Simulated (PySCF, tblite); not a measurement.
# C₄H₈NSi radical: geometry, infrared bands and EPR parameters

Aim: predict the infrared bands and EPR parameters of C₄H₈NSi radical (`[H]/N=C\C1C[SiH]C1`).

Computed with tblite 0.8.0 and PySCF 2.14.0, with density-fitted response routines of our own, on a single molecule in the gas phase. Atoms count from 0, in the outputs and in this text.

## Step 1: Starting geometry

14 atoms, charge 0, multiplicity 2; geometry from: force field or distance geometry start.

Bonds of the start (Å): N0–C1 1.32, C1–C2 1.47, C2–C3 1.52, C3–Si4 1.89, Si4–C5 1.89, C5–C2 1.53, N0–H6 1.02, C1–H7 1.08, C2–H8 1.10, C3–H9 1.10, C3–H10 1.12, Si4–H11 1.47, C5–H12 1.10, C5–H13 1.10.

## Step 2: Optimising the geometry with GFN2-xTB

What the job is given:

```
{"job": {"kind": "relax", "xc": "GFN2-xTB", "basis": "xTB"}, "charge": 0, "multiplicity": 2}
N      2.588800    -0.308400    -0.009400
C      1.479700     0.207900    -0.502800
C      0.202800    -0.011200     0.195300
C     -0.791800    -0.885600    -0.553200
Si    -2.094300    -0.109400     0.567800
C     -0.798200     1.124400    -0.025000
H      2.540300    -0.853300     0.852300
H      1.498200     0.799000    -1.406200
H      0.287100    -0.243400     1.267400
H     -0.972100    -0.601900    -1.597000
H     -0.710400    -1.983100    -0.357500
H     -1.776600    -0.468900     1.953300
H     -0.627500     1.954500     0.683700
H     -0.826600     1.378900    -1.090700
```

Run with:

```console
$ OMP_NUM_THREADS=1 python probes_run.py task.json out
```

The driver reads the jobs from task.json and runs them one after another.

**Question.** This job is followed by: GFN2-xTB harmonic vibrations, gas phase; UKS B3LYP, pcH-1 on C H N Si, non-relativistic, mean-field spin-orbit, GIAO. What will the session give for the following? strongest single infrared mode (GFN2-xTB); zero-point energy (GFN2-xTB); g(iso) (B3LYP); ⟨S²⟩; largest a(iso) (averaged by class); potential on the surface of density 0.002 e/bohr³, 1st and 99th percentile.

**Answer**, as computed:

```
                                                                  quantity                    value
                                 strongest single infrared mode (GFN2-xTB)    2190 cm⁻¹, 391 km/mol
                                              zero-point energy (GFN2-xTB)            68.9 kcal/mol
                                                            g(iso) (B3LYP)                  2.00332
                                                                      ⟨S²⟩       0.751 (exact 0.75)
                                        largest a(iso) (averaged by class)  29Si on Si4, -467.3 MHz
potential on the surface of density 0.002 e/bohr³, 1st and 99th percentile       -1.89 V and 1.27 V
```

In words: The optimisation took 93 steps and gained 1.377 eV; among the close pairs (by a distance rule), N0–C1 changed most, from 1.319 to 1.254 Å. No mode is imaginary among the 36: a minimum at this level. The strongest single mode, at 2190 cm⁻¹, moves mainly H11. Unscaled tight-binding wavenumbers are off by several per cent, some by more. Its intensities can rank the bands wrongly. Most of the unpaired spin sits on Si4 (0.88 e). The isotropic g lies 1.0 ppt above the free-electron value. These values are for one conformer; the search (at its own cheap level) found 2 more, at 0.04, 0.70 kcal/mol (those within 0.05 may be mirror or relabelled copies), and measured spectra average over such forms.
